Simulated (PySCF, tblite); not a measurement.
# C₆H₇F₂ radical: geometry, infrared bands and EPR parameters

What infrared bands and EPR parameters should C₆H₇F₂ radical (`[H]/[C]=C(F)/C=C(\C)CF`) show?

Programs: tblite 0.8.0 and PySCF 2.14.0, with density-fitted response routines of our own. Each step states its level of theory. These are calculated values for one molecule in the gas phase, unless marked as measured. Atoms are numbered from 0 throughout.

## Step 1: The starting structure

15 atoms, charge 0, multiplicity 2; geometry from: force field or distance geometry start.

Bonds of the start (Å): C0–C1 1.33, C1–F2 1.37, C1–C3 1.46, C3–C4 1.31, C4–C5 1.48, C4–C6 1.50, C6–F7 1.37, C0–H8 1.08, C3–H9 1.10, C5–H10 1.10, C5–H11 1.13, C5–H12 1.11, C6–H13 1.12, C6–H14 1.10.

## Step 2: Relaxing the molecule with GFN2-xTB

What the job is given:

```
{"job": {"kind": "relax", "xc": "GFN2-xTB", "basis": "xTB"}, "charge": 0, "multiplicity": 2}
C      2.111800    -0.932000    -0.495600
C      1.882900     0.072400     0.340100
F      2.949800     0.617100     1.005500
C      0.563900     0.623500     0.616500
C     -0.545400     0.180600     0.076500
C     -0.508600    -0.929000    -0.905700
C     -1.863900     0.817600     0.415100
F     -1.665000     1.819100     1.334300
H      3.130000    -1.259400    -0.621400
H      0.452700     1.445400     1.344400
H      0.039400    -0.717400    -1.831800
H     -1.586900    -1.099700    -1.186000
H     -0.169500    -1.893700    -0.477200
H     -2.473700    -0.021300     0.835600
H     -2.321900     1.284600    -0.471900
```

Launch:

```console
$ OMP_NUM_THREADS=1 python probes_run.py task.json out
```

The driver reads the jobs from task.json and runs them one after another.

**Question.** This job is followed by: GFN2-xTB harmonic vibrations, gas phase; UKS B3LYP, pcH-1 on C F H, non-relativistic, mean-field spin-orbit, GIAO. Predict these results of the whole session: strongest single infrared mode (GFN2-xTB); zero-point energy (GFN2-xTB); g(iso) (B3LYP); ⟨S²⟩; largest a(iso) (averaged by class); potential on the surface of density 0.002 e/bohr³, 1st and 99th percentile.

As calculated:

| quantity | value |
| --- | --- |
| strongest single infrared mode (GFN2-xTB) | 885 cm⁻¹, 80 km/mol |
| zero-point energy (GFN2-xTB) | 68.2 kcal/mol |
| g(iso) (B3LYP) | 2.00174 |
| ⟨S²⟩ | 0.762 (exact 0.75) |
| largest a(iso) (averaged by class) | 13C on C0, 332.1 MHz |
| potential on the surface of density 0.002 e/bohr³, 1st and 99th percentile | -0.94 V and 1.24 V |

Relaxing lowered the energy by 0.427 eV in 38 steps; the close pair that moved most is C5–H11, from 1.127 to 1.087 Å. The lowest mode is imaginary (153i cm⁻¹), so the xTB geometry is not a minimum: the zero-point energy counts the real modes alone, and all values at this geometry belong to a saddle point. The strongest single mode, at 885 cm⁻¹, has its largest shares on C1, C6 and F2 (the list is cut at 3 atoms). Unscaled tight-binding wavenumbers are off by several per cent, some by more. Its intensities can rank the bands wrongly. Most of the unpaired spin sits on C0 (1.05 e). The isotropic g lies 0.6 ppt below the free-electron value.
